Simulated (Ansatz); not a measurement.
Mn2FeSe3:

```
Se Fe Mn
1.0
     3.52575    0.00000    0.00000
    -1.76287    3.05339    0.00000
     0.00000    0.00000    8.56452
Se Fe Mn
3 1 2
Cartesian
  0.0000 0.0000 4.2823
  1.7629 1.0178 7.1891
  0.0000 2.0356 1.3754
  0.0000 0.0000 0.0000
  1.7629 1.0178 2.8538
  0.0000 2.0356 5.7107
```

The cell comes from a database or a generator and needn't be the stable form of this composition.

Base run:

```yaml
Program: Ansatz 0.2.0
Functional: PBE
Potentials_or_basis: Ansatz PAW
Cutoff: "420 eV (not typed: the program's choice for these potentials)"
k_mesh: 9 × 9 × 3
Occupations: fermi-dirac, width 0.05 eV
Spin: collinear spin, ferromagnetic start
Starting_moments: "[0.0, 0.0, 0.0, 3.0, 4.0, 4.0] μB"
```

Its results: band gap on the k mesh none (metal or under the smearing width); pressure 17.5 GPa; net moment 4.57 μB per cell; site moments Se +0.04, -0.04; Fe -2.74; Mn +3.46 μB; largest force 0.436 eV/Å.

Problem. The run is repeated on the same cell with these changes: spin from collinear spin, ferromagnetic start to collinear spin, ferrimagnetic start; moments at the start from [0.0, 0.0, 0.0, 3.0, 4.0, 4.0] to [0.0, 0.0, 0.0, 3.0, -2.0, 4.0]. What comes out?

Solution. Band gap on the k mesh none (metal or under the smearing width); pressure 17.9 GPa; net moment 2.51 μB per cell; site moments Se -0.00, +0.03, +0.01; Fe +2.44; Mn -3.60, +3.52 μB; largest force 0.546 eV/Å.

Caveats: semilocal functionals often make such compounds metallic where correlation or magnetic order opens a gap, which also shifts bond lengths; the starting moments weren't kept (some runs).
